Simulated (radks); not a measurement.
# The Coulomb parameter U of the 5d shell of W²⁺

One table from this session's results is given with a row withheld; the runs are named, their logs left out.

Program: radks (a radial shooting solver on a logarithmic mesh, Libxc functionals) version 1. Level of theory: scalar-relativistic Kohn-Sham, r2SCAN, spin-unpolarised, spherical densities, finite nucleus. These are calculated values, not measurements, unless marked.

**What is computed**

```
element            : tungsten (Z = 74)
charge             : +2
electrons          : 72
configuration      : [Xe] 4f14 5d3 6s1
nuclear rms radius : 5.3658 fm
```

Outer shells as boxes (Hund's rule):

W²⁺
```
[Xe] core
4f [↑↓][↑↓][↑↓][↑↓][↑↓][↑↓][↑↓]
5d [↑ ][↑ ][↑ ][  ][  ]
6s [↑ ]
```

The first run:

Settings of this run:

```text
Z 74
configuration [Xe] 4f14 5d3 6s1
relativity scalar-relativistic
functional r2scan,r2scan
spin unpolarised
nucleus finite rms 5.3658 fm
c 137.035999084
```

Among the steps run: Start: [Xe] 4f14 5d3 6s1.

One table of the session follows, with a row left open; its other results are not shown here.

It belongs to the step «Start: [Xe] 4f14 5d3 6s1». Sizes of the orbitals, from the radial functions (bohr):

```
level     <r>  outermost maximum (interpolated)  90 % within  nodes
   4s  0.4496                             0.421        0.645      3
   4p  0.4778                             0.441        0.694      2
   4d  0.5114                             0.452        0.766      1
   5s   1.067                             0.963         1.53      4
   5p   1.239                              1.09         1.81      3
   4f       ?                                 ?            ?      ?
   5d   1.811                              1.44         2.79      2
   6s   2.743                              2.46         3.93      5
```

Q: Estimate the row for 4f from the others.

The run gave: <r>: 0.6063; outermost maximum (interpolated): 0.430; 90 % within: 1.00; nodes: 0. In the column «<r>» it lies between 4d (0.5114) and 5s (1.067).
